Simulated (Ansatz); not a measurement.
**C₂H₇BO: a ladder of functionals and wavefunction methods**

Aim: compute C₂H₇BO with functionals from several rungs and with coupled cluster, and see how far each lands from CCSD(T) at the basis-set limit for the atomisation energy.

Computed with Ansatz 0.2.0, Gaussian basis. Level: functionals in def2-TZVPP, the program's frozen cores in correlated methods.

The runs, in order: LDA (SPW92), PBE-D4, revPBE-D4, BLYP-D4, r2SCAN-D4, B97M-V, PBE0-D4, B3LYP-D4, r2SCANh-D4, r2SCAN0-D4, HSE06-D4, BHLYP-D4, CAM-B3LYP-D4, LC-ωPBE, ωB97X-V, ωB97M-V, B2PLYP, PBE-QIDH; CCSD(T)/def2-SVP; CCSD(T)/def2-TZVPP; MP2/def2-QZVPP; extrapolation to the limit; RPA on PBE.

### 1 The geometry

An earlier PBE0-D4 in a triple-zeta def2 set relaxation fixed the geometry.

SMILES `CBOC`, 11 atoms, charge 0, spin multiplicity 1.

Atoms are counted from 1 here; the program's logs count them from 0.

Bond lengths: C1–B2 1.560 Å, C1–H5 1.091 Å, C1–H6 1.096 Å, C1–H7 1.096 Å, B2–O3 1.348 Å, B2–H8 1.208 Å, O3–C4 1.411 Å, C4–H9 1.092 Å, C4–H10 1.094 Å, C4–H11 1.092 Å. Angles: B2–C1–H5 113.4°, B2–C1–H6 110.3°, B2–C1–H7 110.1°, H5–C1–H6 108.8°, H5–C1–H7 108.7°, H6–C1–H7 105.4°, C1–B2–O3 119.6°, C1–B2–H8 122.1°, O3–B2–H8 118.4°, B2–O3–C4 122.3°, O3–C4–H9 109.0°, O3–C4–H10 111.4°, O3–C4–H11 109.1°, H9–C4–H10 109.4°, H9–C4–H11 108.6°, H10–C4–H11 109.4°.

As a file:

```
C    -1.3062    1.3417   -0.3647
B    -0.4347    0.2067    0.2571
O     0.6266   -0.2671   -0.4252
C     1.4544   -1.2897    0.0839
H    -0.9660    1.6570   -1.3526
H    -2.3514    1.0213   -0.4376
H    -1.3157    2.2146    0.2979
H    -0.6787   -0.2682    1.3408
H     1.4464   -2.1330   -0.6101
H     1.1138   -1.6261    1.0674
H     2.4768   -0.9142    0.1637
```

### 2 LDA

This LDA is Slater exchange with PW92 correlation.

File in.yaml:

```yaml
crystal:
  periodic: [false, false, false]
  atoms:
    - {symbol: C, position_ang: [-1.306178, 1.341721, -0.364660]}
    - {symbol: B, position_ang: [-0.434742, 0.206713, 0.257144]}
    - {symbol: O, position_ang: [0.626589, -0.267081, -0.425187]}
    - {symbol: C, position_ang: [1.454388, -1.289749, 0.083901]}
    - {symbol: H, position_ang: [-0.966020, 1.656976, -1.352645]}
    - {symbol: H, position_ang: [-2.351375, 1.021270, -0.437576]}
    - {symbol: H, position_ang: [-1.315716, 2.214607, 0.297901]}
    - {symbol: H, position_ang: [-0.678739, -0.268183, 1.340799]}
    - {symbol: H, position_ang: [1.446440, -2.132991, -0.610124]}
    - {symbol: H, position_ang: [1.113804, -1.626117, 1.067402]}
    - {symbol: H, position_ang: [2.476849, -0.914165, 0.163744]}
basis:
  gaussian: {orbitals: def2-TZVPP}
hamiltonian: {xc: lda}
output: {orbitals: {seedname: orbitals}}
```

The runs that follow: PBE-D4 (GGA); revPBE-D4 (GGA); BLYP-D4 (GGA); r2SCAN-D4 (meta-GGA); B97M-V (meta-GGA); PBE0-D4 (hybrid); B3LYP-D4 (hybrid); r2SCANh-D4 (hybrid); r2SCAN0-D4 (hybrid); HSE06-D4 (hybrid); BHLYP-D4 (hybrid); CAM-B3LYP-D4 (range-separated); LC-ωPBE-D4 (range-separated); ωB97X-V (range-separated); ωB97M-V (range-separated); B2PLYP (double hybrid); PBE-QIDH (double hybrid); CCSD(T) in def2-SVP; CCSD(T) in def2-TZVPP; MP2 in def2-QZVPP; RPA on PBE orbitals.

Q: Predict the results of all the runs planned. Wanted: atomisation energy, CCSD(T)/CBS; farthest beyond LDA; mean size of error, GGA; mean size of error, meta-GGA; mean size of error, hybrid; mean size of error, range-separated; mean size of error, double hybrid; gap, smallest and largest; T1 diagnostic.

As calculated:

| quantity | value |
| --- | --- |
| atomisation energy, CCSD(T)/CBS | 4284.1 kJ/mol |
| functionals within 21.4 kJ/mol (0.5 %) | revPBE-D4, BLYP-D4, B97M-V, PBE0-D4, B3LYP-D4, r2SCANh-D4, LC-ωPBE, ωB97X-V, B2PLYP, PBE-QIDH |
| farthest beyond LDA | BHLYP-D4 (-83.0 kJ/mol) |
| mean size of error, GGA | 34.3 kJ/mol |
| mean size of error, meta-GGA | 22.4 kJ/mol |
| mean size of error, hybrid | 29.0 kJ/mol |
| mean size of error, range-separated | 19.8 kJ/mol |
| mean size of error, double hybrid | 15.2 kJ/mol |
| gap, smallest and largest | 5.97 eV (LDA (SPW92)), 13.70 eV (LC-ωPBE) |
| T1 diagnostic | 0.0125 |
| triples share of the correlation energy | 3.5 % |

The LDA atomisation energy is off by 580.2 kJ/mol (14 %): it overbinds. PBE-D4 misses by +79.1 kJ/mol. Double hybrids carry the basis error of their MP2 part in triple zeta, and no dispersion term here, so their miss is partly the set-up's. The rungs double hybrid, range-separated miss on average by less than the doubt on the reference (21.4 kJ/mol), so they tie. Misses under about 21.4 kJ/mol are within the doubt on the reference itself, which lacks core-valence correlation, relativity and higher excitations. Hartree-Fock recovers 76 % of the binding; the rest is correlation. CCSD(T) in def2-SVP is off by -163.9 kJ/mol, so the small basis spoils what the method gains. Orbital gaps span 6.0 to 13.7 eV; exact exchange widens them.
